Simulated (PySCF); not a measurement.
# A gas-phase reaction: ClCu + H2S → CuHS + ClH

What reaction energy should one expect for `[Cl][Cu]` + `S` → `[SH][Cu]` + `Cl`?

Computed with PySCF 2.14.0; each step states its level. No surroundings beyond the atoms listed, unless a continuum is named. Atoms count from 0, parts from 1.

## Step 1: Starting point

Each species was relaxed by itself at PBE0-D3(BJ)/def2-SVPD.

## Step 2: Energies of the species: wB97M-D3(BJ)/def2-TZVPD

The job: settings as JSON, then the geometry in Å.

```
{"job": {"kind": "react", "xc": "wB97M-D3(BJ)", "basis": "def2-TZVPD"}, "charge": 0, "multiplicity": 1}
-1 ClCu charge 0 multiplicity 1
Cl    -0.157550     0.410720     0.950280
Cu     0.155740    -0.410740    -0.949110

-1 H2S charge 0 multiplicity 1
S     -0.008560     0.615470     0.003090
H      0.969510    -0.314990    -0.003100
H     -0.980260    -0.321650    -0.003710

+1 CuHS charge 0 multiplicity 1
S     -0.174000     0.683200    -0.406170
Cu     1.352180    -0.572660     0.368420
H     -1.178250    -0.110510     0.037750

+1 ClH charge 0 multiplicity 1
Cl     0.644720    -0.001120     0.002800
H     -0.643490     0.002900    -0.002120
```

Method: wB97M-D3(BJ)/def2-TZVPD reaction energy of separated species, gas phase.

Started as:

```sh
> OMP_NUM_THREADS=1 python cluster_run.py task.json out
```

One launch serves the whole session: the jobs run in the order shown.

Output:

```text
species 1 (ClCu)
coarse grid: 13760 points
cycle   1  E = -2100.4539643358  dE = -4.541e-02  |g| = 2.173e+00  |ddm| = 1.233e+00
cycle   2  E = -2099.7265263335  dE =  7.274e-01  |g| = 3.861e+00  |ddm| = 1.895e+00
cycle   3  E = -2100.8492085406  dE = -1.123e+00  |g| = 2.232e-01  |ddm| = 1.100e+00
cycle   4  E = -2100.8551677422  dE = -5.959e-03  |g| = 3.991e-02  |ddm| = 1.642e-01
cycle   5  E = -2100.8554895895  dE = -3.218e-04  |g| = 1.236e-02  |ddm| = 3.142e-02
cycle   6  E = -2100.8555566874  dE = -6.710e-05  |g| = 3.666e-03  |ddm| = 1.889e-02
cycle   7  E = -2100.8555767390  dE = -2.005e-05  |g| = 1.616e-03  |ddm| = 1.375e-02
cycle   8  E = -2100.8555792753  dE = -2.536e-06  |g| = 8.246e-04  |ddm| = 4.353e-03
final grid: 24784 points
cycle   9  E = -2100.8555128242  dE = -6.437e-07  |g| = 1.212e-03  |ddm| = 2.056e-03
cycle  10  E = -2100.8555127443  dE =  7.990e-08  |g| = 2.711e-03  |ddm| = 1.578e-03
cycle  11  E = -2100.8555132985  dE = -5.543e-07  |g| = 3.108e-04  |ddm| = 6.535e-04
cycle  12  E = -2100.8555135004  dE = -2.019e-07  |g| = 1.229e-04  |ddm| = 1.625e-03
cycle  13  E = -2100.8555135316  dE = -3.116e-08  |g| = 1.736e-05  |ddm| = 8.122e-04
cycle  14  E = -2100.8555135320  dE = -4.475e-10  |g| = 4.108e-06  |ddm| = 8.875e-05
converged SCF energy = -2100.8555135320

species 2 (H2S)
coarse grid: 11264 points
cycle   1  E = -399.4336013866  dE = -1.424e-01  |g| = 1.945e-01  |ddm| = 1.016e+00
cycle   2  E = -399.4459454313  dE = -1.234e-02  |g| = 1.106e-01  |ddm| = 2.399e-01
cycle   3  E = -399.4491447515  dE = -3.199e-03  |g| = 1.578e-02  |ddm| = 9.278e-02
cycle   4  E = -399.4492190933  dE = -7.434e-05  |g| = 4.851e-03  |ddm| = 1.790e-02
cycle   5  E = -399.4492313305  dE = -1.224e-05  |g| = 9.336e-04  |ddm| = 7.536e-03
cycle   6  E = -399.4492320616  dE = -7.312e-07  |g| = 1.776e-04  |ddm| = 2.124e-03
final grid: 22496 points
cycle   7  E = -399.4492196687  dE = -2.322e-08  |g| = 1.134e-04  |ddm| = 6.063e-04
cycle   8  E = -399.4492196716  dE = -2.971e-09  |g| = 6.804e-05  |ddm| = 1.499e-04
cycle   9  E = -399.4492196724  dE = -7.662e-10  |g| = 8.730e-06  |ddm| = 5.990e-05
converged SCF energy = -399.4492196724

species 3 (CuHS)
coarse grid: 16232 points
cycle   1  E = -2039.0040736402  dE = -2.212e-02  |g| = 2.235e+00  |ddm| = 1.448e+00
cycle   2  E = -2038.2079202766  dE =  7.962e-01  |g| = 3.992e+00  |ddm| = 2.115e+00
cycle   3  E = -2039.4185521425  dE = -1.211e+00  |g| = 2.250e-01  |ddm| = 1.272e+00
cycle   4  E = -2039.4248605696  dE = -6.308e-03  |g| = 4.474e-02  |ddm| = 1.911e-01
cycle   5  E = -2039.4252627493  dE = -4.022e-04  |g| = 1.291e-02  |ddm| = 3.868e-02
cycle   6  E = -2039.4253322715  dE = -6.952e-05  |g| = 3.951e-03  |ddm| = 1.886e-02
cycle   7  E = -2039.4253521584  dE = -1.989e-05  |g| = 1.639e-03  |ddm| = 1.316e-02
cycle   8  E = -2039.4253547591  dE = -2.601e-06  |g| = 5.961e-04  |ddm| = 4.546e-03
final grid: 30160 points
cycle   9  E = -2039.4252984570  dE = -4.612e-07  |g| = 7.112e-04  |ddm| = 1.734e-03
cycle  10  E = -2039.4252985174  dE = -6.036e-08  |g| = 1.572e-03  |ddm| = 1.124e-03
cycle  11  E = -2039.4252987142  dE = -1.968e-07  |g| = 2.210e-04  |ddm| = 4.190e-04
cycle  12  E = -2039.4252988262  dE = -1.120e-07  |g| = 1.050e-04  |ddm| = 1.152e-03
cycle  13  E = -2039.4252988458  dE = -1.952e-08  |g| = 2.030e-05  |ddm| = 6.176e-04
cycle  14  E = -2039.4252988463  dE = -5.230e-10  |g| = 6.579e-06  |ddm| = 8.939e-05
converged SCF energy = -2039.4252988463

species 4 (ClH)
coarse grid: 8792 points
cycle   1  E = -460.8503328469  dE = -8.165e-02  |g| = 2.169e-01  |ddm| = 7.239e-01
cycle   2  E = -460.8625125269  dE = -1.218e-02  |g| = 1.397e-01  |ddm| = 2.651e-01
cycle   3  E = -460.8670520425  dE = -4.540e-03  |g| = 1.358e-02  |ddm| = 9.818e-02
cycle   4  E = -460.8670931257  dE = -4.108e-05  |g| = 3.364e-03  |ddm| = 9.545e-03
cycle   5  E = -460.8670993742  dE = -6.249e-06  |g| = 8.516e-04  |ddm| = 3.915e-03
final grid: 17120 points
cycle   6  E = -460.8670681371  dE = -3.716e-07  |g| = 3.676e-04  |ddm| = 8.894e-04
cycle   7  E = -460.8670681834  dE = -4.628e-08  |g| = 1.618e-04  |ddm| = 3.981e-04
cycle   8  E = -460.8670681900  dE = -6.576e-09  |g| = 4.221e-05  |ddm| = 1.296e-04
cycle   9  E = -460.8670681913  dE = -1.313e-09  |g| = 3.978e-06  |ddm| = 6.532e-05
cycle  10  E = -460.8670681913  dE = -3.979e-12  |g| = 8.167e-07  |ddm| = 3.315e-06
converged SCF energy = -460.8670681913

Reaction energy = 7.615 kcal/mol
```

Run time: 12 s. Hardware: 1 thread of Arm Neoverse N1, shared host; peak memory 0.37 GiB.

Species by species (with the dispersion term, which the log's SCF energies lack):

```tsv
ν	species	energy (Eh)	HOMO (eV)
-1	[Cl][Cu]	-2100.85649	-9.90
-1	S	-399.45056	-9.89
+1	[SH][Cu]	-2039.42730	-8.58
+1	Cl	-460.86761	-11.93
```

## Step 3: Energies of the species: PBE0-D3(BJ)/def2-TZVPD

Settings changed since step 2:

```diff
@@ -1,2 +1,2 @@
-{"job": {"kind": "react", "xc": "wB97M-D3(BJ)", "basis": "def2-TZVPD"}, "charge": 0, "multiplicity": 1}
+{"job": {"kind": "react", "xc": "PBE0", "basis": "def2-TZVPD", "disp": "d3bj"}, "charge": 0, "multiplicity": 1}
 -1 ClCu charge 0 multiplicity 1
```

Method: PBE0-D3(BJ)/def2-TZVPD reaction energy of separated species, gas phase.

Output:

```text
species 1 (ClCu)
coarse grid: 13760 points
cycle   1  E = -2099.1358668785  dE =  8.594e-01  |g| = 3.651e+00  |ddm| = 1.548e+00
cycle   2  E = -2094.6172791196  dE =  4.519e+00  |g| = 7.133e+00  |ddm| = 5.289e+00
cycle   3  E = -2100.1988005936  dE = -5.582e+00  |g| = 1.213e+00  |ddm| = 4.901e+00
cycle   4  E = -2100.1215707281  dE =  7.723e-02  |g| = 9.264e-01  |ddm| = 1.549e+00
cycle   5  E = -2100.3752992303  dE = -2.537e-01  |g| = 6.234e-02  |ddm| = 1.065e+00
cycle   6  E = -2100.3759327176  dE = -6.335e-04  |g| = 1.871e-02  |ddm| = 5.244e-02
cycle   7  E = -2100.3760118128  dE = -7.910e-05  |g| = 6.887e-03  |ddm| = 2.008e-02
cycle   8  E = -2100.3760262049  dE = -1.439e-05  |g| = 2.443e-03  |ddm| = 8.312e-03
cycle   9  E = -2100.3760279670  dE = -1.762e-06  |g| = 1.408e-03  |ddm| = 4.285e-03
final grid: 24784 points
cycle  10  E = -2100.3760374872  dE =  8.279e-07  |g| = 3.748e-03  |ddm| = 1.892e-03
cycle  11  E = -2100.3760300538  dE =  7.433e-06  |g| = 1.050e-02  |ddm| = 3.958e-03
cycle  12  E = -2100.3760386396  dE = -8.586e-06  |g| = 1.383e-04  |ddm| = 2.784e-03
cycle  13  E = -2100.3760386434  dE = -3.812e-09  |g| = 6.466e-05  |ddm| = 1.779e-04
cycle  14  E = -2100.3760386449  dE = -1.478e-09  |g| = 6.417e-06  |ddm| = 1.407e-04
cycle  15  E = -2100.3760386449  dE = -2.001e-11  |g| = 1.634e-06  |ddm| = 1.580e-05
converged SCF energy = -2100.3760386449

species 2 (H2S)
coarse grid: 2864 points
cycle   1  E = -399.2518633736  dE = -9.250e-02  |g| = 1.630e-01  |ddm| = 1.023e+00
cycle   2  E = -399.2538576350  dE = -1.994e-03  |g| = 1.600e-01  |ddm| = 2.978e-01
cycle   3  E = -399.2614718147  dE = -7.614e-03  |g| = 1.497e-02  |ddm| = 1.477e-01
cycle   4  E = -399.2614864265  dE = -1.461e-05  |g| = 1.103e-03  |ddm| = 5.881e-03
cycle   5  E = -399.2614868069  dE = -3.804e-07  |g| = 6.136e-04  |ddm| = 1.717e-03
final grid: 22496 points
cycle   6  E = -399.2625175183  dE = -7.085e-06  |g| = 4.896e-03  |ddm| = 1.692e-02
cycle   7  E = -399.2625181510  dE = -6.328e-07  |g| = 3.960e-03  |ddm| = 6.698e-03
cycle   8  E = -399.2625210834  dE = -2.932e-06  |g| = 2.911e-04  |ddm| = 3.504e-03
cycle   9  E = -399.2625211112  dE = -2.777e-08  |g| = 3.582e-05  |ddm| = 2.357e-04
cycle  10  E = -399.2625211115  dE = -3.616e-10  |g| = 6.382e-06  |ddm| = 2.919e-05
converged SCF energy = -399.2625211115

species 3 (CuHS)
coarse grid: 16232 points
cycle   1  E = -2037.7079682556  dE =  8.836e-01  |g| = 3.699e+00  |ddm| = 1.760e+00
cycle   2  E = -2033.6374511838  dE =  4.071e+00  |g| = 7.028e+00  |ddm| = 6.293e+00
cycle   3  E = -2038.8408400999  dE = -5.203e+00  |g| = 1.005e+00  |ddm| = 5.715e+00
cycle   4  E = -2038.7067145650  dE =  1.341e-01  |g| = 8.565e-01  |ddm| = 1.485e+00
cycle   5  E = -2038.9623519126  dE = -2.556e-01  |g| = 2.911e-02  |ddm| = 1.108e+00
cycle   6  E = -2038.9626618088  dE = -3.099e-04  |g| = 1.961e-02  |ddm| = 4.497e-02
cycle   7  E = -2038.9627068408  dE = -4.503e-05  |g| = 6.122e-03  |ddm| = 1.238e-02
cycle   8  E = -2038.9627171709  dE = -1.033e-05  |g| = 1.698e-03  |ddm| = 5.755e-03
cycle   9  E = -2038.9627180902  dE = -9.193e-07  |g| = 1.228e-03  |ddm| = 2.650e-03
final grid: 30160 points
cycle  10  E = -2038.9627258808  dE =  8.197e-07  |g| = 3.530e-03  |ddm| = 1.933e-03
cycle  11  E = -2038.9627184644  dE =  7.416e-06  |g| = 1.028e-02  |ddm| = 4.235e-03
cycle  12  E = -2038.9627269351  dE = -8.471e-06  |g| = 1.645e-04  |ddm| = 3.007e-03
cycle  13  E = -2038.9627269411  dE = -6.013e-09  |g| = 4.135e-05  |ddm| = 1.437e-04
cycle  14  E = -2038.9627269416  dE = -4.948e-10  |g| = 1.171e-05  |ddm| = 7.574e-05
converged SCF energy = -2038.9627269416

species 4 (ClH)
coarse grid: 2248 points
cycle   1  E = -460.6537837744  dE = -4.645e-02  |g| = 1.882e-01  |ddm| = 7.411e-01
cycle   2  E = -460.6558524506  dE = -2.069e-03  |g| = 1.902e-01  |ddm| = 3.151e-01
cycle   3  E = -460.6653815629  dE = -9.529e-03  |g| = 1.506e-02  |ddm| = 1.513e-01
cycle   4  E = -460.6654036203  dE = -2.206e-05  |g| = 2.693e-03  |ddm| = 7.323e-03
cycle   5  E = -460.6654051681  dE = -1.548e-06  |g| = 1.111e-03  |ddm| = 2.553e-03
final grid: 17120 points
cycle   6  E = -460.6658902542  dE = -4.429e-06  |g| = 2.164e-03  |ddm| = 7.339e-03
cycle   7  E = -460.6658902837  dE = -2.955e-08  |g| = 1.795e-03  |ddm| = 2.512e-03
cycle   8  E = -460.6658909012  dE = -6.175e-07  |g| = 1.533e-04  |ddm| = 1.363e-03
cycle   9  E = -460.6658909081  dE = -6.901e-09  |g| = 2.148e-05  |ddm| = 1.086e-04
cycle  10  E = -460.6658909082  dE = -9.908e-11  |g| = 4.933e-06  |ddm| = 1.682e-05
converged SCF energy = -460.6658909082

Reaction energy = 6.061 kcal/mol
```

Run time: 7.2 s. Hardware: 1 thread of Arm Neoverse N1, shared host; peak memory 0.37 GiB.

Reaction energy at this level: 6.06 kcal/mol.

## Step 4: Energies of the species: MP2/def2-TZVPD

Settings changed since step 3:

```diff
@@ -1,2 +1,2 @@
-{"job": {"kind": "react", "xc": "PBE0", "basis": "def2-TZVPD", "disp": "d3bj"}, "charge": 0, "multiplicity": 1}
+{"job": {"kind": "react", "xc": "MP2", "basis": "def2-TZVPD"}, "charge": 0, "multiplicity": 1}
 -1 ClCu charge 0 multiplicity 1
```

Method: MP2/def2-TZVPD reaction energy of separated species, gas phase.

Output:

```text
species 1 (ClCu)
final grid: 24784 points
cycle   1  E = -2098.3928062629  dE = -3.426e-01  |g| = 1.001e+00  |ddm| = 1.047e+00
cycle   2  E = -2098.3684037107  dE =  2.440e-02  |g| = 1.319e+00  |ddm| = 7.410e-01
cycle   3  E = -2098.4934116027  dE = -1.250e-01  |g| = 5.968e-02  |ddm| = 3.251e-01
cycle   4  E = -2098.4943175700  dE = -9.060e-04  |g| = 1.708e-02  |ddm| = 6.622e-02
cycle   5  E = -2098.4944514721  dE = -1.339e-04  |g| = 8.077e-03  |ddm| = 2.672e-02
cycle   6  E = -2098.4944909939  dE = -3.952e-05  |g| = 2.263e-03  |ddm| = 1.946e-02
cycle   7  E = -2098.4944956673  dE = -4.673e-06  |g| = 7.644e-04  |ddm| = 6.460e-03
cycle   8  E = -2098.4944966992  dE = -1.032e-06  |g| = 3.162e-04  |ddm| = 2.817e-03
cycle   9  E = -2098.4944969028  dE = -2.036e-07  |g| = 9.886e-05  |ddm| = 1.515e-03
cycle  10  E = -2098.4944969154  dE = -1.262e-08  |g| = 3.065e-05  |ddm| = 3.912e-04
cycle  11  E = -2098.4944969165  dE = -1.021e-09  |g| = 1.345e-05  |ddm| = 1.100e-04
cycle  12  E = -2098.4944969165  dE = -8.913e-11  |g| = 2.536e-06  |ddm| = 3.082e-05
converged SCF energy = -2098.4944969165

species 2 (H2S)
final grid: 22496 points
cycle   1  E = -398.6881061540  dE = -1.695e-01  |g| = 2.014e-01  |ddm| = 9.977e-01
cycle   2  E = -398.7050962440  dE = -1.699e-02  |g| = 7.023e-02  |ddm| = 1.849e-01
cycle   3  E = -398.7068537976  dE = -1.758e-03  |g| = 2.154e-02  |ddm| = 5.634e-02
cycle   4  E = -398.7071966005  dE = -3.428e-04  |g| = 6.311e-03  |ddm| = 2.471e-02
cycle   5  E = -398.7072260142  dE = -2.941e-05  |g| = 1.395e-03  |ddm| = 9.171e-03
cycle   6  E = -398.7072274957  dE = -1.482e-06  |g| = 3.129e-04  |ddm| = 2.398e-03
cycle   7  E = -398.7072275814  dE = -8.569e-08  |g| = 5.003e-05  |ddm| = 6.832e-04
cycle   8  E = -398.7072275837  dE = -2.253e-09  |g| = 1.186e-05  |ddm| = 9.128e-05
cycle   9  E = -398.7072275838  dE = -1.243e-10  |g| = 1.950e-06  |ddm| = 2.073e-05
converged SCF energy = -398.7072275838

species 3 (CuHS)
final grid: 30160 points
cycle   1  E = -2036.9748143638  dE = -3.264e-01  |g| = 1.020e+00  |ddm| = 1.268e+00
cycle   2  E = -2036.9444747375  dE =  3.034e-02  |g| = 1.357e+00  |ddm| = 7.630e-01
cycle   3  E = -2037.0777210286  dE = -1.332e-01  |g| = 5.811e-02  |ddm| = 3.451e-01
cycle   4  E = -2037.0789035231  dE = -1.182e-03  |g| = 2.060e-02  |ddm| = 7.217e-02
cycle   5  E = -2037.0791434863  dE = -2.400e-04  |g| = 9.409e-03  |ddm| = 3.264e-02
cycle   6  E = -2037.0792007643  dE = -5.728e-05  |g| = 2.322e-03  |ddm| = 2.110e-02
cycle   7  E = -2037.0792061814  dE = -5.417e-06  |g| = 7.640e-04  |ddm| = 7.101e-03
cycle   8  E = -2037.0792069912  dE = -8.098e-07  |g| = 2.984e-04  |ddm| = 2.568e-03
cycle   9  E = -2037.0792071313  dE = -1.402e-07  |g| = 1.358e-04  |ddm| = 1.033e-03
cycle  10  E = -2037.0792071600  dE = -2.870e-08  |g| = 4.704e-05  |ddm| = 5.148e-04
cycle  11  E = -2037.0792071640  dE = -3.924e-09  |g| = 2.167e-05  |ddm| = 1.967e-04
cycle  12  E = -2037.0792071644  dE = -3.888e-10  |g| = 5.769e-06  |ddm| = 6.313e-05
converged SCF energy = -2037.0792071644

species 4 (ClH)
final grid: 17120 points
cycle   1  E = -460.0817346730  dE = -1.009e-01  |g| = 2.132e-01  |ddm| = 7.101e-01
cycle   2  E = -460.0969048877  dE = -1.517e-02  |g| = 8.401e-02  |ddm| = 2.053e-01
cycle   3  E = -460.0986382901  dE = -1.733e-03  |g| = 1.826e-02  |ddm| = 5.472e-02
cycle   4  E = -460.0988468583  dE = -2.086e-04  |g| = 6.315e-03  |ddm| = 1.638e-02
cycle   5  E = -460.0988768586  dE = -3.000e-05  |g| = 1.289e-03  |ddm| = 7.398e-03
cycle   6  E = -460.0988780748  dE = -1.216e-06  |g| = 2.808e-04  |ddm| = 1.659e-03
cycle   7  E = -460.0988781280  dE = -5.327e-08  |g| = 4.150e-05  |ddm| = 4.895e-04
cycle   8  E = -460.0988781287  dE = -7.315e-10  |g| = 7.806e-06  |ddm| = 6.177e-05
converged SCF energy = -460.0988781287

Reaction energy = 6.765 kcal/mol
```

Run time: 3.3 s. Hardware: 1 thread of Arm Neoverse N1, shared host; peak memory 0.39 GiB.

Reaction energy at this level: 6.76 kcal/mol.

## Step 5: Comparing the runs

Energies in kcal/mol, with wall time:

```tsv
run	reaction	time
wB97M-D3(BJ)/def2-TZVPD	7.62	12 s
PBE0-D3(BJ)/def2-TZVPD	6.06	7.2 s
MP2/def2-TZVPD	6.76	3.3 s
```

## Step 6: Outcome

```
                                                quantity                  value
               reaction energy (wB97M-D3(BJ)/def2-TZVPD)          7.62 kcal/mol
                     ΔH, ΔG at 298 K (xTB thermal terms)    +7.0, +6.6 kcal/mol
range of the reaction energy over the runs of this table  6.06 to 7.62 kcal/mol
```

**Reading.** The reaction is endothermic by 7.0 kcal/mol in the gas phase; dispersion gives -0.14, and xTB itself gave 11.32 for the electronic energy (xTB energies and thermal terms come from the earlier relaxation of each species, not shown). No barrier was sought. The reaction energy runs from 6.06 (PBE0-D3(BJ)/def2-TZVPD) to 7.62 kcal/mol (wB97M-D3(BJ)/def2-TZVPD).
